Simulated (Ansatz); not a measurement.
# GaO+ (triplet): from Hartree-Fock to the top rungs, cc-pVTZ

How much of the correlation energy of GaO+ (triplet) does each wave-function method recover here?

The runs use Ansatz 0.2.0, Gaussian basis; cc-pVTZ, core rule «outside noble gas», up to 15 orbitals frozen.

To be run: UHF; CCSD(T) on ROHF; CCSD(T) on UHF; BCCD(T) on ROHF; CISD; CCSDT(Q) on ROHF; CCSDT(Q) on UHF.

5 further runs of the same task are left out: 2 for a known fault of the program, 3 set aside as unsound or not needed.

### 1 The system

The geometry is a PBE0/def2-TZVP stationary point (not a proven minimum) of the parent state, kept for this charge and spin. No spin-orbit coupling is included. The filled d shell of Ga may be among the frozen orbitals whatever the setting's name suggests; the logs give the count.

2 atoms, charge 1, spin multiplicity 3.

Atoms are counted from 1 here; the program's logs count them from 0.

Bond lengths: O1–Ga2 1.671 Å.

### 2 UHF

Contents of in.yaml:

```yaml
crystal:
  periodic: [false, false, false]
  atoms:
    - {symbol: O, position_ang: [0.000000, 0.000000, 0.000000]}
    - {symbol: Ga, position_ang: [0.000000, 0.000000, 1.671000]}
basis:
  gaussian: {orbitals: cc-pVTZ}
total_charge: 1
magnetization: {spin_polarized: true, initial_magnetization: 2}
hamiltonian: {xc: hf}
output: {orbitals: {seedname: orbitals}}
```

On the command line:

```console
$ ansatz run in.yaml --threads 1 --pin off --events-out ev --progress --plain --max-ram 4096MiB --backend cpu
```

After this run come: CCSD(T) on ROHF; CCSD(T) on UHF; BCCD(T) on ROHF; CISD; CCSDT(Q) on ROHF; CCSDT(Q) on UHF.

**Question.** What will the summary of the whole plan be? Wanted: UCCSDT(Q) below the RHF energy; RMP2 from UCCSDT(Q); UMP2 from UCCSDT(Q); RCCSD from UCCSDT(Q); RCCSD(T) from UCCSDT(Q); UCCSD(T) from UCCSDT(Q); RCCSDT(Q) from UCCSDT(Q); T1 diagnostic.

**Answer**, as computed:

| quantity | value |
| --- | --- |
| UCCSDT(Q) below the RHF energy | -6.5919 eV |
| RMP2 from UCCSDT(Q) | +14.28 kcal/mol |
| UMP2 from UCCSDT(Q) | +14.55 kcal/mol |
| RCCSD from UCCSDT(Q) | +6.30 kcal/mol |
| RCCSD(T) from UCCSDT(Q) | +0.96 kcal/mol |
| UCCSD(T) from UCCSDT(Q) | +0.74 kcal/mol |
| RCCSDT(Q) from UCCSDT(Q) | +0.37 kcal/mol |
| levels within 1 kcal/mol (43 meV) | RCCSD(T), UCCSD(T), RCCSDT, UCCSDT, RCCSDT(Q) |
| T1 diagnostic | 0.033 |

In words: RCCSD(T) lands +0.96 kcal/mol from the yardstick (0.6 % of the correlation energy). These misses are within one basis, not against nature; the frozen cores of restricted and unrestricted runs differ, which can shift their rows.
